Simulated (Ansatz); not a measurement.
PbSe, space group Fm-3m, cell relaxations under several functionals

Program: the Ansatz DFT code, driven from Python.

The cells in order, each with its output:

**Cell 1**
```python
import ansatz as az
import numpy as np
```

**Cell 2**
```python
def edges_and_angles(cell):
    cell = np.asarray(cell)
    a, b, c = np.linalg.norm(cell, axis=1)
    cosines = cell[1] @ cell[2] / (b * c), cell[0] @ cell[2] / (a * c), cell[0] @ cell[1] / (a * b)
    return (a, b, c, *np.degrees(np.arccos(cosines)))
```

**Cell 3**
```python
cell = (
    az.Lattice.of([0.0, 3.06065, 3.06065], [3.06065, 0.0, 3.06065], [3.06065, 3.06065, 0.0])
    .atom("Pb", [0.0, 0.0, 0.0])
    .atom("Se", [0.5, 0.5, 0.5])
)
```

**Cell 4**
```python
calculation = cell.calculation().basis(530).kpoints(spacing=0.36).occupations("fixed").relax(cell=True, max_steps=30)
```

**Cell 5**
```python
levels = [("r2scan", "none"), ("r2scan", "d4"), ("r2scan", "rvv10")]
print("level            a       b       c    alpha   beta  gamma  V/atom  steps")
for name, dispersion in levels:
    seen = []
    run = calculation.functional(name, dispersion=dispersion).session().plan()
    result = run.execute(on_event=lambda e: seen.append(e) if e["event"] == "relax_step" else None)
    cell = result.lattice.cell_ang
    label = name if dispersion == "none" else f"{name}+{dispersion}"
    print("{:13s} {:7.4f} {:7.4f} {:7.4f} {:6.2f} {:6.2f} {:6.2f}".format(label, *edges_and_angles(cell)), f"{abs(np.linalg.det(cell)) / len(result.lattice.sites):7.3f} {len(seen):5d}")
```
Output:
```text
level            a       b       c    alpha   beta  gamma  V/atom  steps
r2scan         4.3667  4.3667  4.3667  60.00  60.00  60.00  29.439     4
r2scan+d4      4.3480  4.3480  4.3480  60.00  60.00  60.00  29.061     4
r2scan+rvv10   4.3392  4.3392  4.3392  60.00  60.00  60.00  28.886     4
```

From smallest to largest: r2SCAN+RVV10 (28.89 Å³ an atom, +0.7 % against the start), r2SCAN+D4 (29.06 Å³ an atom, +1.4 % against the start) and r2SCAN (29.44 Å³ an atom, +2.7 % against the start). The spread is 1.9 % in volume.

Caveats:
- Forces vanish by symmetry, so the ions can't move, and the end may be a saddle.
- Edges and angles are those of the cell as typed, here a primitive one, not of the conventional cell.
- Spin-orbit coupling, which matters for elements this heavy, is left out.
- The starting cell is as deposited in a crystallographic database; the results hold for this polymorph, which needn't be the stable one.
- Finished in 48 s on 1 thread of Arm Neoverse V1 (shared host), peak memory 0.63 GiB.
